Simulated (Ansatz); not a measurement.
**GeSiNH7 (SMILES [SiH3][NH][GeH3]): B3LYP/def2-SVP**

Aim: the electronic atomisation energy of GeSiNH7 at B3LYP/def2-SVP, from 5 runs. 

The calculation is run with Ansatz 0.2.0.

37 further runs of the same task are left out: 37 set aside as unsound or not needed.

**1. The molecule**

The species is GeSiNH7 (10 atoms), meant as a singlet with charge 0. SMILES: `[SiH3][NH][GeH3]`. Geometry: relaxed at PBE0-D4/def2-TZVP.

Bond lengths: Si1–N2 1.718 Å, N2–Ge3 1.839 Å, Si1–H4 1.486 Å, Si1–H5 1.489 Å, Si1–H6 1.492 Å, N2–H7 1.009 Å, Ge3–H8 1.534 Å, Ge3–H9 1.543 Å, Ge3–H10 1.538 Å. Some angles: Si1–N2–Ge3 127.5°, Si1–N2–H7 117.0°, Ge3–N2–H7 114.2°, N2–Si1–H4 107.3°, N2–Si1–H5 110.3°, N2–Si1–H6 114.2°, N2–Ge3–H8 106.7°, N2–Ge3–H9 111.7°, N2–Ge3–H10 108.4°, H4–Si1–H5 110.0°.

**2. A single-point energy at B3LYP/def2-SVP**

Contents of molecule.yaml:

```yaml
crystal:
  periodic: [false, false, false]
  atoms:
    - {symbol: Si, position_ang: [-1.146800, 0.522200, -0.945600]}
    - {symbol: N, position_ang: [0.461400, 0.319100, -0.375700]}
    - {symbol: Ge, position_ang: [1.020100, -0.675800, 1.066200]}
    - {symbol: H, position_ang: [-1.923700, -0.668500, -0.512900]}
    - {symbol: H, position_ang: [-1.160200, 0.627200, -2.430500]}
    - {symbol: H, position_ang: [-1.835500, 1.735800, -0.416100]}
    - {symbol: H, position_ang: [1.159100, 0.952900, -0.736500]}
    - {symbol: H, position_ang: [-0.018900, -1.787400, 1.262400]}
    - {symbol: H, position_ang: [1.119900, 0.180400, 2.345600]}
    - {symbol: H, position_ang: [2.407800, -1.257200, 0.745900]}
basis:
  gaussian: {orbitals: def2-SVP}
accuracy: high
output: {orbitals: {seedname: orbitals}}
hamiltonian: {xc: {name: B3LYP}}
```

On the command line:

```console
$ ansatz run molecule.yaml --threads 1 --pin off --max-ram 3480MiB --events-out events.jsonl --progress --plain --runs-dir runs
```

The program printed:

```text
Warning: RAYON_NUM_THREADS=1 ignored (pool sized by the plan → 1); use --threads N
Functional definition: B3LYP
  name "B3LYP"
  parameter a0 = 0.2
  parameter ax = 0.72
  parameter ac = 0.81
  exchange = (1 - a0 - ax)*slater_x + ax*b88_x + a0*exact_x
  correlation = (1 - ac)*vwn_rpa_c + ac*lyp_c
2209 factors; integrals over basis functions are off by at most 4.3e-9 eV
mean field evaluation 1: about -65985.2070 eV, gradient 5.7e1 eV
mean field evaluation 2: about -65970.1148 eV, gradient 9.5e1 eV
mean field evaluation 4: about -65991.3549 eV, gradient 3.5e0 eV
mean field evaluation 8: about -65991.4779 eV, gradient 1.6e-1 eV
mean field evaluation 16: about -65991.4780 eV, gradient 8.4e-6 eV
mean field -65991.47801780 eV, -2425.1420865238 hartree, gradient 3.6e-8 eV, S^2 0.000000; 0 other end points of the search recorded, 0 dependent functions left out
reference -65991.47806194 eV, -2425.1420881459 hartree; 30, 30 occupied and 69, 69 virtual orbitals, 2209 factors
Total energy: -65991.47806194 eV, -2425.1420881459 hartree
```

Run time: 10 s. Hardware: 1 thread of Arm Neoverse V1, shared host; peak memory 0.38 GiB.

**3. The Ge atom, same level**

Contents of job.yaml:

```yaml
crystal:
  periodic: [false, false, false]
  atoms:
    - {symbol: Ge, position_ang: [0.000000, 0.000000, 0.000000]}
basis:
  gaussian: {orbitals: def2-SVP}
magnetization: {spin_polarized: true, initial_magnetization: 2}
hamiltonian: {xc: {name: B3LYP}}
accuracy: high
```

Run the same way, it converges to -2076.70395 Eh (log not shown).

**4. The H atom, same level**

Contents of molecule.yaml:

```yaml
crystal:
  periodic: [false, false, false]
  atoms:
    - {symbol: H, position_ang: [0.000000, 0.000000, 0.000000]}
basis:
  gaussian:
    orbitals: def2-SVP
magnetization:
  spin_polarized: true
  initial_magnetization: 1
hamiltonian:
  xc: {name: B3LYP}
accuracy: high
```

On the command line:

```console
$ ansatz run molecule.yaml --threads 1 --pin off --max-ram 3480MiB --events-out events.jsonl --progress --plain --runs-dir runs
```

The program printed, cut to the lines that bear on the results:

```text
Warning: RAYON_NUM_THREADS=1 ignored (pool sized by the plan → 1); use --threads N
[... 7 set-up lines as earlier in the session ...]
15 factors; integrals over basis functions are off by at most 8.9e-10 eV
mean field evaluation 1: about -13.6398 eV, gradient 1.5e-1 eV
mean field evaluation 2: about -13.6397 eV, gradient 1.5e-1 eV
mean field evaluation 4: about -13.6399 eV, gradient 3.7e-3 eV
mean field evaluation 8: about -13.6399 eV, gradient 1.1e-9 eV
mean field -13.63992910 eV, -0.5012581489 hartree, gradient 1.1e-9 eV, S^2 0.750000; 0 other end points of the search recorded, 0 dependent functions left out
reference -13.63994824 eV, -0.5012588523 hartree; 1, 0 occupied and 4, 5 virtual orbitals, 15 factors
Total energy: -13.63994824 eV, -0.5012588523 hartree
```

Wall time 0.14 s (1 thread of Arm Neoverse V1, shared host).

**5. The N atom, same level**

Contents of input.yaml:

```yaml
crystal:
  periodic: [false, false, false]
  atoms:
    - {symbol: "N", position_ang: [0.000000, 0.000000, 0.000000]}
basis:
  gaussian:
    orbitals: def2-SVP
magnetization:
  spin_polarized: true
  initial_magnetization: 3
hamiltonian:
  xc: {name: B3LYP}
accuracy: high
```

Run the same way, it converges to -54.53778 Eh (log not shown).

**6. The Si atom**

Contents of molecule.yaml:

```yaml
crystal:
  periodic: [false, false, false]
  atoms:
    - {symbol: Si, position_ang: [0.000000, 0.000000, 0.000000]}
basis:
  gaussian: {orbitals: def2-SVP}
total_charge: 0
magnetization: {spin_polarized: true, initial_magnetization: 2}
hamiltonian: {xc: {name: B3LYP}}
accuracy: high
```

Run the same way, it converges to -289.29368 Eh (log not shown).

**7. Summary of results**

Level: B3LYP/def2-SVP.

```
                     quantity           value
       molecule: total energy  -2425.14209 Eh
        molecule: HOMO energy        -6.89 eV
        molecule: LUMO energy         0.21 eV
      molecule: HOMO–LUMO gap         7.10 eV
        Ge atom: total energy  -2076.70395 Eh
                Ge atom: ⟨S²⟩           2.002
         H atom: total energy     -0.50126 Eh
                 H atom: ⟨S²⟩           0.750
         N atom: total energy    -54.53778 Eh
                 N atom: ⟨S²⟩           3.753
        Si atom: total energy   -289.29368 Eh
                Si atom: ⟨S²⟩           2.003
electronic atomisation energy       29.874 eV
```

What this shows: Taking the molecule apart into free atoms costs 29.87 eV (689 kcal/mol), before zero-point energy and without spin-orbit coupling.
